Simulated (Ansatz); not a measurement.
# CH5ClGeO: a ladder of functionals and wavefunction methods

The task here is to estimate one member of a computed series from the others.

Computed with Ansatz 0.2.0, Gaussian basis. Level: functionals in def2-TZVPP, the program's frozen cores in correlated methods.

Levels to be run: LDA (SPW92), PBE-D4, revPBE-D4, BLYP-D4, r2SCAN-D4, B97M-V, PBE0-D4, B3LYP-D4, r2SCANh-D4, r2SCAN0-D4, HSE06-D4, BHLYP-D4, CAM-B3LYP-D4, LC-ωPBE, ωB97X-V, ωB97M-V, B2PLYP, PBE-QIDH; CCSD(T)/def2-SVP; CCSD(T)/def2-TZVPP; MP2/def2-QZVPP; extrapolation to the limit; RPA on PBE.

## The relaxed structure

All runs share one geometry, relaxed beforehand with PBE0-D4 in a triple-zeta def2 set.

SMILES `[OH][GeH2][CH2]Cl`, 9 atoms, charge 0, spin multiplicity 1.

Atoms are counted from 1 here; the program's logs count them from 0.

Bond lengths: O1–Ge2 1.777 Å, O1–H5 0.961 Å, Ge2–C3 1.966 Å, Ge2–H6 1.535 Å, Ge2–H7 1.540 Å, C3–Cl4 1.785 Å, C3–H8 1.089 Å, C3–H9 1.089 Å. Angles: Ge2–O1–H5 111.3°, O1–Ge2–C3 107.6°, O1–Ge2–H6 105.1°, O1–Ge2–H7 110.8°, C3–Ge2–H6 111.8°, C3–Ge2–H7 108.9°, H6–Ge2–H7 112.6°, Ge2–C3–Cl4 108.5°, Ge2–C3–H8 111.2°, Ge2–C3–H9 112.4°, Cl4–C3–H8 107.5°, Cl4–C3–H9 107.7°, H8–C3–H9 109.2°.

Coordinates:

```xyz
9
charge 0, multiplicity 1
O    -1.0826    1.2255   -1.0278
Ge    0.4080    0.7956   -0.1617
C     0.0868   -0.9085    0.7640
Cl   -0.4308   -2.1197   -0.4411
H    -1.3820    0.5031   -1.5867
H     0.6404    1.9455    0.8276
H     1.5797    0.6158   -1.1441
H    -0.7124   -0.8139    1.4978
H     0.9814   -1.2900    1.2548
```

The first run:

File in.yaml:

```yaml
crystal:
  periodic: [false, false, false]
  atoms:
    - {symbol: O, position_ang: [-1.082604, 1.225546, -1.027822]}
    - {symbol: Ge, position_ang: [0.407955, 0.795641, -0.161738]}
    - {symbol: C, position_ang: [0.086797, -0.908466, 0.763965]}
    - {symbol: Cl, position_ang: [-0.430806, -2.119662, -0.441086]}
    - {symbol: H, position_ang: [-1.382004, 0.503136, -1.586671]}
    - {symbol: H, position_ang: [0.640428, 1.945530, 0.827600]}
    - {symbol: H, position_ang: [1.579697, 0.615760, -1.144137]}
    - {symbol: H, position_ang: [-0.712353, -0.813901, 1.497778]}
    - {symbol: H, position_ang: [0.981391, -1.289984, 1.254811]}
basis:
  gaussian: {orbitals: def2-TZVPP}
hamiltonian: {xc: lda}
output: {orbitals: {seedname: orbitals}}
```

Among the steps run: LDA; PBE-D4 (GGA); revPBE-D4 (GGA); BLYP-D4 (GGA); r2SCAN-D4 (meta-GGA); B97M-V (meta-GGA); PBE0-D4 (hybrid); B3LYP-D4 (hybrid); r2SCANh-D4 (hybrid); r2SCAN0-D4 (hybrid); HSE06-D4 (hybrid); BHLYP-D4 (hybrid); CAM-B3LYP-D4 (range-separated); LC-ωPBE (range-separated); ωB97X-V (range-separated); ωB97M-V (range-separated); B2PLYP (double hybrid); PBE-QIDH (double hybrid).

One table of the session follows, with a row left open; its other results are not shown here.

It belongs to the step «Frontier levels by functional». 

```
  functional  HOMO (eV)  gap (eV)
 LDA (SPW92)      -6.78      5.60
      PBE-D4      -6.64      5.70
   revPBE-D4      -6.58      5.74
     BLYP-D4      -6.53      5.68
   r2SCAN-D4          ?         ?
      B97M-V      -7.08      6.39
     PBE0-D4      -8.04      8.07
    B3LYP-D4      -7.81      7.57
  r2SCANh-D4      -7.48      7.19
  r2SCAN0-D4      -8.24      8.46
    HSE06-D4      -7.63      7.29
    BHLYP-D4      -9.30     10.25
CAM-B3LYP-D4      -9.42     10.48
     LC-ωPBE     -10.77     13.12
     ωB97X-V     -10.42     12.58
     ωB97M-V     -10.28     12.18
```

Q: Estimate the row for r2SCAN-D4 from the others.

Worked estimate for «HOMO (eV)». Against the share of exact exchange, r2SCANh-D4 (0.1, -7.48), r2SCAN0-D4 (0.25, -8.24) give a slope of -5.07 per unit share; at 0 the line stands at -6.97.

As computed: HOMO (eV): -6.96; gap (eV): 6.32. In «HOMO (eV)» the line misses by -0.01.
